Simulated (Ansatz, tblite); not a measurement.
# The cluster B₁₁: rung by rung

How do method and basis change the picture of the cluster B₁₁ (doublet)?

Method: as each input shows; program: Ansatz 0.2.0, Gaussian basis.

Levels to be run: GFN1-xTB, GFN2-xTB, PBE-D4/def2-TZVP, r2SCAN-D4/def2-TZVP, LDA/def2-TZVP, ωB97M-V/def2-TZVP, PBE-D4/def2-SVP, PBE0-D4/def2-SVP, HF/6-31G, B3LYP-D4/6-31G, CCSD(T)/def2-SVP, MP2/def2-TZVP.

2 further runs of the same task are left out: 2 set aside as unsound or not needed.

### Step 1. The geometry

The geometry is that of the doublet, from an earlier relaxation (r2SCAN-D4/def2-SVP). At that level it is the lowest of the isomers that a small search found.

11 atoms, charge 0, spin multiplicity 2.

Bond lengths: B1–B3 1.614 Å, B1–B9 1.596 Å, B1–B11 1.971 Å, B2–B5 1.595 Å, B2–B6 1.624 Å, B2–B8 1.685 Å, B3–B4 1.892 Å, B3–B8 1.681 Å, B3–B10 1.939 Å, B3–B11 1.894 Å, B4–B6 1.615 Å, B4–B9 1.606 Å, B5–B7 1.595 Å, B5–B8 1.686 Å, B6–B8 1.711 Å, B7–B8 1.685 Å and more. Angles: B3–B1–B9 99.8°, B3–B1–B11 62.8°, B9–B1–B11 52.2°, B5–B2–B6 123.6°, B5–B2–B8 61.8°, B6–B2–B8 62.3°, B1–B3–B4 67.8°, B1–B3–B8 149.1°, B1–B3–B10 112.5°, B1–B3–B11 67.8°, B4–B3–B8 87.1°, B4–B3–B10 106.0°, B4–B3–B11 69.6° and more.

PBE0-D4/def2-TZVP was run before; its log isn't repeated, and its numbers join the tables.

### Step 2. GFN1-xTB

Tight binding, by tblite at 300 K electronic temperature and without a spin-polarisation term:

```python
tblite.interface.Calculator('GFN1-xTB', numbers, positions, charge=0, uhf=1).singlepoint()
```

Energy -413.0514 eV; 0.007 s.

### Step 3. GFN2-xTB

Tight binding, by tblite at 300 K electronic temperature and without a spin-polarisation term:

```python
tblite.interface.Calculator('GFN2-xTB', numbers, positions, charge=0, uhf=1).singlepoint()
```

Energy -353.9892 eV; 0.01 s.

### Step 4. PBE-D4/def2-TZVP

start.molden holds the orbitals of an earlier run on this state, given as this run's starting guess.

in.yaml

```yaml
crystal:
  periodic: [false, false, false]
  atoms:
    - {symbol: B, position_ang: [1.271006, -1.945033, 0.258705]}
    - {symbol: B, position_ang: [-0.152269, 1.776598, -1.460550]}
    - {symbol: B, position_ang: [0.999387, -0.354560, 0.207553]}
    - {symbol: B, position_ang: [0.011688, -1.291912, -1.106039]}
    - {symbol: B, position_ang: [-0.746977, 2.459251, -0.147620]}
    - {symbol: B, position_ang: [0.344799, 0.231985, -1.523027]}
    - {symbol: B, position_ang: [-0.726651, 1.766570, 1.289251]}
    - {symbol: B, position_ang: [-0.076551, 0.917633, -0.012918]}
    - {symbol: B, position_ang: [-0.199544, -2.482835, -0.049276]}
    - {symbol: B, position_ang: [-0.291388, 0.220918, 1.535163]}
    - {symbol: B, position_ang: [-0.433490, -1.298606, 1.008748]}
basis:
  gaussian: {orbitals: def2-TZVP, initial_orbitals: start.molden}
magnetization: {spin_polarized: true, initial_magnetization: 1}
hamiltonian: {xc: pbe, dispersion: d4}
scf: {omitted_lower_state_checks: [starts]}
output: {orbitals: {seedname: orbitals}}
```

On the command line:

```console
$ ansatz run in.yaml --threads 4 --pin off --events-out ev --progress --plain --max-ram 6963MiB
```

Further steps of the session: r2SCAN-D4/def2-TZVP; LDA/def2-TZVP; ωB97M-V/def2-TZVP; PBE-D4/def2-SVP; PBE0-D4/def2-SVP; HF/6-31G; B3LYP-D4/6-31G; CCSD(T)/def2-SVP; MP2/def2-TZVP.

**Question.** What will the summary of the whole plan be? Wanted: gap in def2-TZVP, named functionals, smallest and largest; correlation energy, CCSD(T)/def2-SVP; correlation energy, MP2/def2-TZVP; binding an atom, functionals in def2-TZVP; ⟨S²⟩ in def2-TZVP, named functionals, smallest and largest; PBE0 total energy, smallest basis above largest.

**Answer**, as computed:

| quantity | value |
| --- | --- |
| gap in def2-TZVP, named functionals, smallest and largest | 0.54 eV (LDA), 5.44 eV (ωB97M-V) |
| correlation energy, CCSD(T)/def2-SVP | -27.80 eV |
| correlation energy, MP2/def2-TZVP | -29.37 eV |
| binding an atom, functionals in def2-TZVP | 4.55 (ωB97M-V) to 5.57 eV (LDA) |
| ⟨S²⟩ in def2-TZVP, named functionals, smallest and largest | 0.760, 0.831 |
| PBE0 total energy, smallest basis above largest | 7.38 eV (def2-SVP, def2-TZVP) |

Orbital gaps of the named functionals in def2-TZVP span 0.54 eV (LDA) to 5.44 eV (ωB97M-V); exact exchange widens it. Over the named functionals in def2-TZVP spin contamination reaches 0.08 (r2SCAN-D4), which is small. Notes on CCSD(T)/def2-SVP: spin contamination.
